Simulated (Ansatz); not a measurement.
Working through a band structure of Ti₃Al, space group P-6m2

Program: Ansatz 0.2.0 through its Python package.

The cells in order, each with its output:

In [1]:
```python
import ansatz as az
import matplotlib.pyplot as plt
import numpy as np
```

In [2]:
```python
lattice = az.Lattice.of(
    (2.927542, 0.0, 0.0),
    (-1.463771, 2.535326, 0.0),
    (0.0, 0.0, 9.226362),
)
sites = [
    ('Ti', (2 / 3, 1 / 3, 0.0)),
    ('Ti', (1 / 3, 2 / 3, 0.750594)),
    ('Ti', (1 / 3, 2 / 3, 0.249406)),
    ('Al', (2 / 3, 1 / 3, 0.5)),
]
system = az.Crystal(lattice=lattice)
for symbol, position in sites:
    system = system.atom(symbol, position)
```

In [3]:
```python
system.resolved().sites[-1]
```
Out [3]:
```text
Site(symbol='Al', position=(0.6666666666666666, 0.3333333333333333, 0.5), moment=None, axis=None, held=None, saved=None)
```

In [4]:
```python
# high-symmetry points in fractions of the reciprocal vectors
path = [
    ('G', (0.0, 0.0, 0.0)),
    ('M', (0.5, 0.0, 0.0)),
    ('K', (0.33333, 0.33333, 0.0)),
    ('G', (0.0, 0.0, 0.0)),
    ('A', (0.0, 0.0, 0.5)),
    ('L', (0.5, 0.0, 0.5)),
]
job = system.calculation()
job = job.functional('LDA').pseudopotentials('paw')
job = job.kpoints(9, 9, 3)
job = job.occupations('Marzari-Vanderbilt', width=0.1)
job = job.band_structure([point for _, point in path], intervals=8).scf(extra_bands=10)
res = job.run()
report = res.report
```
```text
DeckWarning: basis.ecutwfc = 420 eV, auto-derived from the records' recommended cutoffs: set by Ti (normal level)
```

In [5]:
```python
[(site.symbol, site.position_frac.round(4).tolist()) for site in res.lattice.sites]
```
Out [5]:
```text
[(<Element.TI: 'Ti'>, [0.6667, 0.3333, 0.0]), (<Element.TI: 'Ti'>, [0.3333, 0.6667, 0.7506]),
 (<Element.TI: 'Ti'>, [0.3333, 0.6667, 0.2494]), (<Element.AL: 'Al'>, [0.6667, 0.3333, 0.5])]
```

In [6]:
```python
n_atoms = len(report['lattice']['sites'])
print('F =', round(report['free_energy_ev'], 4), 'eV for', n_atoms, 'atoms')
print('E(sigma -> 0) =', round(report['energy_sigma0_ev'], 4), 'eV, TS =', round(report['entropy_ts_ev'], 5), 'eV')
print('closed by', report['closed_by'], 'after', report['n_iterations'], 'iterations')
```
```text
F = -7864.1699 eV for 4 atoms
E(sigma -> 0) = -7864.1691 eV, TS = 0.00246 eV
closed by deck_thresholds after 6 iterations
```

In [7]:
```python
for term in (az.EnergyTerm.SMEARING, az.EnergyTerm.DISPERSION):
    print(f'F without {term.name.lower()}: {az.free_energy_without(report, term):.5f} eV')

bands = res.band_structure()
fermi = bands.fermi_energy_ev
print(f'zero of the bands: {fermi:.3f} eV, the Fermi level found on the SCF mesh')
reciprocal = 2 * np.pi * np.linalg.inv(res.lattice.cell_ang).T
steps = np.linalg.norm(np.diff(bands.kpoints_frac @ reciprocal, axis=0), axis=1)
distance = np.concatenate([[0], np.cumsum(steps)])
fig, ax = plt.subplots(figsize=(5, 4))
for channel, colour in zip(bands.channels, ('C0', 'C3')):
    ax.plot(distance, channel.eigenvalues_ev - fermi, colour, lw=1)
ax.set_xticks(distance[::8], [label for label, _ in path])
ax.set(ylim=(-8, 8), ylabel='E - E_F (eV)', xlim=(0, distance[-1]))
ax.grid(axis='x')
fig.savefig('bands.png', dpi=100)
first = bands.channels[0].eigenvalues_ev - fermi
near = np.argsort(np.abs(first.mean(axis=0)))[:4]
for band in sorted(near):
    print(f'band {band + 1}: {first[:, band].min():.3f} to {first[:, band].max():.3f} eV')
```
```text
F without smearing: -7864.16748 eV
F without dispersion: -7864.16995 eV
zero of the bands: 11.521 eV, the Fermi level found on the SCF mesh
band 18: -1.244 to 0.517 eV
band 19: -0.932 to 0.757 eV
band 20: -0.565 to 0.817 eV
band 21: -0.271 to 0.893 eV
```

Caveats:
- Total energies depend on the potentials; only differences at equal settings carry meaning. A total without «per atom» is that of the cell as typed.
- The computed bands are complete only to about 3.2 eV above the Fermi level.
- The mesh is modest for a metal, so energies can be off by several to tens of meV an atom and pressures by half a GPa or more; differences at equal mesh fare better.
- The structure comes from a database of computed cells and needn't be a stable or known phase.
- Gaps and levels are Kohn-Sham values on a finite set of k-points.
- Warnings are shown shortened and without file and line.
- Hardware and time: 6.3 s on 1 thread of Arm Neoverse V2, on a shared host, peak memory 0.4 GiB.

(Lines on the test bed's own set-up are left out of the output.)
